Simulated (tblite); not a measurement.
# C5H11AlBrCl: the cost of one run

Programs: tblite 0.8.0 and PySCF 2.14.0, with density-fitted response routines of our own. Each step states its level of theory. These are calculated values for one molecule in the gas phase, unless marked as measured. Atoms count from 0, in the outputs and in this text.

## (1) The starting structure

19 atoms, charge 0, multiplicity 1; geometry from: force field or distance geometry start.

Bonds of the start (Å): C0–C1 1.48, C1–C2 1.50, C1–C3 1.49, C3–C4 1.55, C3–Al5 1.99, Al5–Cl6 2.24, Al5–Br7 2.40, C0–H8 1.10, C0–H9 1.11, C0–H10 1.11, C1–H11 1.13, C2–H12 1.12, C2–H13 1.12, C2–H14 1.11, C3–H15 1.11, C4–H16 1.10, C4–H17 1.12, C4–H18 1.10.

## (2) Optimising the geometry with GFN2-xTB

The job: settings as JSON, then the geometry in Å.

```
{"job": {"kind": "relax", "xc": "GFN2-xTB", "basis": "xTB"}, "charge": 0, "multiplicity": 1}
C     -0.996500    -1.438800    -0.083700
C     -0.900200    -0.004300     0.288000
C     -1.724300     0.844900    -0.629400
C      0.468200     0.571000     0.336600
C      1.377900    -0.155600     1.357900
Al     1.475800     0.491200    -1.381700
Cl     2.616000    -1.407900    -1.688700
Br     2.749000     2.466400    -1.858400
H     -0.073300    -1.866400    -0.510100
H     -1.811500    -1.620900    -0.817700
H     -1.268600    -2.015000     0.828700
H     -1.333000     0.089400     1.330400
H     -2.813300     0.580000    -0.621900
H     -1.589700     1.900200    -0.280900
H     -1.372600     0.791700    -1.680500
H      0.397100     1.613100     0.716000
H      1.249800     0.383400     2.302700
H      2.414800     0.014700     0.984800
H      1.124600    -1.227700     1.400500
```

Command:

```sh
$ OMP_NUM_THREADS=1 python probes_run.py task.json out
```

This one command runs all jobs of the session in turn.

Q: Estimate the wall time and peak memory of this first job on 1 thread of Arm Neoverse N1, shared host.

About 2.1 s, with a peak of 0.18 GiB.
